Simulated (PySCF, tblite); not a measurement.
# C₂H₁₅NSi₄: geometry, infrared bands and NMR shifts

Wanted: the infrared bands and NMR shifts of C₂H₁₅NSi₄ (`CN[SiH2][Si](C)([SiH3])[SiH3]`), by calculation.

Computed with tblite 0.8.0 and PySCF 2.14.0, with density-fitted response routines of our own, on a single molecule in the gas phase. Atoms count from 0, in the outputs and in this text.

### Step 1. Starting geometry

22 atoms, charge 0, multiplicity 1; geometry from: force field or distance geometry start.

Bonds of the start (Å): C0–N1 1.45, N1–Si2 1.76, Si2–Si3 2.22, Si3–C4 1.87, Si3–Si5 2.23, Si3–Si6 2.22, C0–H7 1.09, C0–H8 1.12, C0–H9 1.11, N1–H10 1.06, Si2–H11 1.47, Si2–H12 1.49, C4–H13 1.13, C4–H14 1.11, C4–H15 1.10, Si5–H16 1.48, Si5–H17 1.46, Si5–H18 1.45, Si6–H19 1.48, Si6–H20 1.45, Si6–H21 1.48.

### Step 2. Relaxing the molecule with GFN2-xTB

What the job is given:

```
{"job": {"kind": "relax", "xc": "GFN2-xTB", "basis": "xTB"}, "charge": 0, "multiplicity": 1}
C      3.215000    -1.001600    -0.209100
N      2.129100    -0.784500     0.729600
Si     1.230900     0.633000     0.207100
Si    -0.961200     0.313800     0.020900
C     -1.809200     1.969000     0.215200
Si    -1.480300    -0.430200    -2.018800
Si    -1.782500    -1.094900     1.532500
H      3.409600    -2.051800    -0.424600
H      2.939800    -0.474900    -1.154600
H      4.106700    -0.478500     0.197800
H      2.596800    -0.535600     1.648900
H      1.752600     1.094800    -1.085300
H      1.412400     1.724800     1.199200
H     -1.314000     2.750900    -0.429800
H     -1.743400     2.348800     1.259000
H     -2.886200     1.917400    -0.008900
H     -1.252100     0.689400    -2.954600
H     -0.635600    -1.568500    -2.386200
H     -2.884400    -0.805200    -2.043400
H     -3.252700    -1.128500     1.399600
H     -1.260300    -2.442200     1.388400
H     -1.541400    -0.626000     2.916100
```

Command:

```sh
$ OMP_NUM_THREADS=1 python probes_run.py task.json out
```

This one command runs all jobs of the session in turn.

**Question.** This job is followed by: GFN2-xTB harmonic vibrations, gas phase; GIAO PBE0/pcSseg-1 NMR shielding, non-relativistic, gas phase. What will the session give for the following? strongest single infrared mode (GFN2-xTB); zero-point energy (GFN2-xTB); 13C shifts against TMS (PBE0/pcSseg-1); 1H shifts against TMS (PBE0/pcSseg-1, means over atoms taken as alike); 15N shifts against NH3 (PBE0/pcSseg-1); 29Si shifts against TMS (PBE0/pcSseg-1, means over atoms taken as alike).

As calculated:

```
                                                                quantity                              value
                               strongest single infrared mode (GFN2-xTB)              751 cm⁻¹, 1098 km/mol
                                            zero-point energy (GFN2-xTB)                      96.9 kcal/mol
                                  13C shifts against TMS (PBE0/pcSseg-1)                     36.2, -7.6 ppm
  1H shifts against TMS (PBE0/pcSseg-1, means over atoms taken as alike)  5.04, 3.56, 2.80, 0.20, -0.73 ppm
                                  15N shifts against NH3 (PBE0/pcSseg-1)                           14.6 ppm
29Si shifts against TMS (PBE0/pcSseg-1, means over atoms taken as alike)          -40.3, -100.1, -109.7 ppm
```

What this shows: Over 150 steps the energy fell by 1.095 eV; of the close pairs, Si3–Si6 changed most, 2.223 to 2.344 Å. All 60 modes are real, so the xTB geometry is a minimum. The strongest single mode, at 751 cm⁻¹, has its largest shares on H17, H18, H16 and H20 (the list is cut at 4 atoms). Unscaled tight-binding wavenumbers are off by several per cent, some by more. Its intensities can rank the bands wrongly. C0 (methyl carbon bonded to N) lies farthest downfield among carbon, at 36.2 ppm; pulled downfield by the heteroatom. At PBE0/pcSseg-1: Shielding is most anisotropic at Si2 (span 129 ppm, paramagnetic term -493 ppm).
